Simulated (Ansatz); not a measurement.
# CuNi4: the cost of one run

Program: Ansatz 0.2.0. Level of theory: DFT PBE, scalar-relativistic, plane waves, PAW. These are calculated values, not measurements.

1 further run of the same task is left out (it didn't finish).

## (1) The structure to begin with

It takes space group P6_3/mmc (No. 194, hexagonal). The conventional cell has a = 2.471 Å, b = 2.471 Å, c = 20.036 Å, α = 90.00°, β = 90.00°, γ = 120.00°. Around Cu (site symmetry -6m2) lie 6 Ni at 2.46 Å and 6 Cu at 2.47 Å. Ni (site symmetry 3m) has 3 Cu at 2.46 Å and 9 Ni at 2.46 to 2.47 Å as nearest neighbours. Ni (site symmetry 3m) is surrounded by 12 Ni at 2.46 to 2.47 Å.

Structure file:

```cif
data_structure
_symmetry_space_group_name_H-M 'P6_3/mmc'
_symmetry_Int_Tables_number 194
_cell_length_a 2.4708
_cell_length_b 2.4708
_cell_length_c 20.0365
_cell_angle_alpha 90.000
_cell_angle_beta 90.000
_cell_angle_gamma 120.000
_cell_volume 105.93
loop_
_atom_site_label
_atom_site_type_symbol
_atom_site_symmetry_multiplicity
_atom_site_Wyckoff_symbol
_atom_site_fract_x
_atom_site_fract_y
_atom_site_fract_z
_atom_site_occupancy
Cu1 Cu 2 c 0.66667 0.33333 0.75000 1
Ni1 Ni 4 f 0.66667 0.33333 0.15000 1
Ni2 Ni 4 f 0.66667 0.33333 0.55000 1
```

The start is an ordering of an alloy on its end members' structure types: elements ordered on the sites of the Ir type, Cu/Ni on Ir (P6_3/mmc, No. 194).

## (2) Probe: one point on a coarse mesh

Contents of input.yaml:

```yaml
crystal:
  lattice:
    - [2.47083485, 0.0, 0.0]
    - [-1.23541743, 2.13980575, 0.0]
    - [0.0, 0.0, 20.03647226]
  atoms:
    - { symbol: Cu, position: [0.66666667, 0.33333333, 0.75] }
    - { symbol: Cu, position: [0.33333333, 0.66666667, 0.25] }
    - { symbol: Ni, position: [0.66666667, 0.33333333, 0.15], spin: 2.0 }
    - { symbol: Ni, position: [0.66666667, 0.33333333, 0.35], spin: 2.0 }
    - { symbol: Ni, position: [0.66666667, 0.33333333, 0.55], spin: 2.0 }
    - { symbol: Ni, position: [0.66666667, 0.33333333, 0.95], spin: 2.0 }
    - { symbol: Ni, position: [0.33333333, 0.66666667, 0.05], spin: 2.0 }
    - { symbol: Ni, position: [0.33333333, 0.66666667, 0.45], spin: 2.0 }
    - { symbol: Ni, position: [0.33333333, 0.66666667, 0.65], spin: 2.0 }
    - { symbol: Ni, position: [0.33333333, 0.66666667, 0.85], spin: 2.0 }
basis:
  ecutwfc: 420
kpoints:
  mp_grid: { grid: [6, 6, 1] }
hamiltonian:
  xc: pbe
scf:
  occupations: { method: gaussian, width: 0.1 }
  lower_state_search: "off"
output:
  forces: true
  stress: true
  eigenvalues: true
  populations: true
magnetization:
  spin_polarized: true
```

On the command line:

```console
$ ansatz run input.yaml --threads 1 --pin off --max-ram 2560MiB --backend cpu --events-out ev --progress --plain --runs-dir out
```

**Question.** How long does this run take on 1 thread of Arm Neoverse V1, shared host, and how much memory does it need?

About 29 s, with a peak of 0.51 GiB.
